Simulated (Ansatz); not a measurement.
PtS2, 3 atoms in the cell. It takes space group P-3m1 (No. 164, trigonal). The conventional cell has a = 3.543 Å, b = 3.543 Å, c = 5.039 Å, α = 90.00°, β = 90.00°, γ = 120.00°. Pt (site symmetry -3m) is surrounded by 6 S at 2.34 Å. S (site symmetry 3m) has 3 Pt at 2.34 Å as nearest neighbours. 

| Quantity | Value |
| --- | --- |
| Program | Ansatz 0.2.0 |
| Task | single point |
| Functional | PBE |
| Potentials or basis | all-electron LAPW, scalar-relativistic |
| Cutoff | 299 eV (chosen from the basis error) |
| Basis error allowed | 0.001 eV/atom |
| k mesh | 9 × 9 × 5 |
| Occupations | fermi-dirac, width 0.05 eV |
| Spin | no spin polarisation |

Potentials or basis: all-electron LAPW, scalar-relativistic.

Command:

```bash
$ ansatz run input.yaml --threads 2 --pin off --max-ram 6144MiB --backend cpu --events-out ev --progress --plain --runs-dir out
```

Hardware: 2 threads of Arm Neoverse V2, on a shared host.

Problem. How long does it take, and how much memory?

Solution. Wall time 16 s on 2 threads of Arm Neoverse V2 (shared host), peak memory 0.46 GiB. Counts: scf iterations 9, plane waves 615, k points 50, bands 42.
